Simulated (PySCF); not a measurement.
**HF/jun-cc-pV(D+d)Z (density fitting with cc-pvqz-jkfit, C-PCM water) run of C2H7NSi (SMILES C=NC[SiH3])**

Aim: the energy change on altering one bond length of C2H7NSi at HF/jun-cc-pV(D+d)Z (density fitting with cc-pvqz-jkfit, C-PCM water), from 2 runs. Input form: a Python script.

Program for the calculation: PySCF 2.14.0.

1 further run of the same task is left out (set aside as unsound or not needed).

## 1. The molecule

The species is C2H7NSi (11 atoms), meant as a singlet with charge 0. As SMILES, `C=NC[SiH3]`. The shape is that of a PBE0-D4/def2-TZVP optimisation. This is one conformer, not always the lowest.

Bond lengths: C1–N2 1.259 Å, N2–C3 1.436 Å, C3–Si4 1.892 Å, C1–H5 1.089 Å, C1–H6 1.099 Å, C3–H7 1.095 Å, C3–H8 1.102 Å, Si4–H9 1.487 Å, Si4–H10 1.484 Å, Si4–H11 1.488 Å. Some angles: C1–N2–C3 118.6°, N2–C3–Si4 109.5°, N2–C1–H5 119.2°, N2–C1–H6 123.3°, N2–C3–H7 109.0°, N2–C3–H8 113.6°, Si4–C3–H7 106.9°, Si4–C3–H8 109.5°, C3–Si4–H9 109.5°, C3–Si4–H10 110.5°.

## 2. The energy at HF/jun-cc-pV(D+d)Z (density fitting with cc-pvqz-jkfit, C-PCM water)

Input file job.py:

```python
from pyscf import gto, scf, solvent

mol = gto.M(
    atom='''
C     -0.639400     1.869300     0.363900
N     -0.998600     0.713100     0.018000
C     -0.299000    -0.417000     0.562600
Si     0.706300    -1.257400    -0.802700
H     -1.145900     2.733500    -0.063200
H      0.166900     2.059000     1.086600
H     -1.029900    -1.151400     0.917900
H      0.365200    -0.161700     1.404500
H      1.729600    -0.311300    -1.319900
H     -0.179800    -1.683000    -1.914500
H      1.389900    -2.450100    -0.232400
''',
    max_memory=1860,
    verbose=3,
    basis='jun-cc-pv(d+d)z',
    charge=0,
)

myscf = scf.RHF(mol)
myscf = myscf.density_fit(auxbasis='cc-pvqz-jkfit')
myscf = myscf.PCM()
myscf.with_solvent.method = 'C-PCM'
myscf.with_solvent.eps = 78.3553
myscf.kernel()

e_tot = myscf.e_tot
print(f'total energy: {e_tot:.8f} hartree')
```

Command:

```
$ OMP_NUM_THREADS=1 python job.py
```

What it wrote:

```text
WARN: PCM is an experimental feature. It is still in testing.
Features and APIs may be changed in the future.

converged SCF energy = -423.180942209269
total energy: -423.18094221 hartree
```

It took 24 s on 1 thread of Arm Neoverse V2, shared host; peak memory 0.48 GiB.

## 3. The distorted shape

Input file calc.py:

```python
from pyscf import gto, scf, solvent

mol = gto.Mole()
mol.atom = '''
C     -0.196350     2.082100     0.919800
N     -0.555550     0.925900     0.573900
C      0.144050    -0.204200     1.118500
Si     1.149350    -1.044600    -0.246800
H     -0.702850     2.946300     0.492700
H      0.609950     2.271800     1.642500
H     -0.586850    -0.938600     1.473800
H      0.808250     0.051100     1.960400
H      2.172650    -0.098500    -0.764000
H     -0.179800    -1.683000    -1.914500
H      1.832950    -2.237300     0.323500
'''
mol.basis = 'jun-cc-pv(d+d)z'
mol.max_memory = 1860
mol.verbose = 3
mol.build()

hf = scf.RHF(mol)
hf = hf.density_fit(auxbasis='cc-pvqz-jkfit')
hf = hf.PCM()
hf.with_solvent.method = 'C-PCM'
hf.with_solvent.eps = 78.3553
hf.kernel()

energy = hf.e_tot
print(f'total energy: {energy:.8f} hartree')
```

Command:

```
$ OMP_NUM_THREADS=1 python calc.py
```

What it wrote:

```text
WARN: PCM is an experimental feature. It is still in testing.
Features and APIs may be changed in the future.

converged SCF energy = -423.102033927614
total energy: -423.10203393 hartree
```

It took 25 s on 1 thread of Arm Neoverse V2, shared host; peak memory 0.46 GiB.

## 4. Summary of results

At HF/jun-cc-pV(D+d)Z (density fitting with cc-pvqz-jkfit, C-PCM water):

```
                                                           quantity          value
                                          first shape: total energy  -423.18094 Eh
                                         first shape: dipole moment         2.59 D
                                           first shape: HOMO energy      -10.65 eV
                                           first shape: LUMO energy        1.53 eV
                                         first shape: HOMO–LUMO gap       12.18 eV
                            first shape: solvent term in the energy   -21.7 kJ/mol
                                      distorted shape: total energy  -423.10203 Eh
                                     distorted shape: dipole moment         5.16 D
                                       distorted shape: HOMO energy      -10.44 eV
                                       distorted shape: LUMO energy        1.52 eV
                                     distorted shape: HOMO–LUMO gap       11.97 eV
                        distorted shape: solvent term in the energy   -36.2 kJ/mol
energy change with the Si4–H10 bond stretched from 1.484 to 2.226 Å       2.147 eV
```

In words: With the Si4–H10 bond stretched from 1.484 to 2.226 Å the energy rises by 2.15 eV (50 kcal/mol). The first shape isn't relaxed at this level, so the change isn't measured from a minimum. Mulliken charges (first shape) run from -0.34 on N2 to +0.57 on Si4; they depend strongly on the basis.
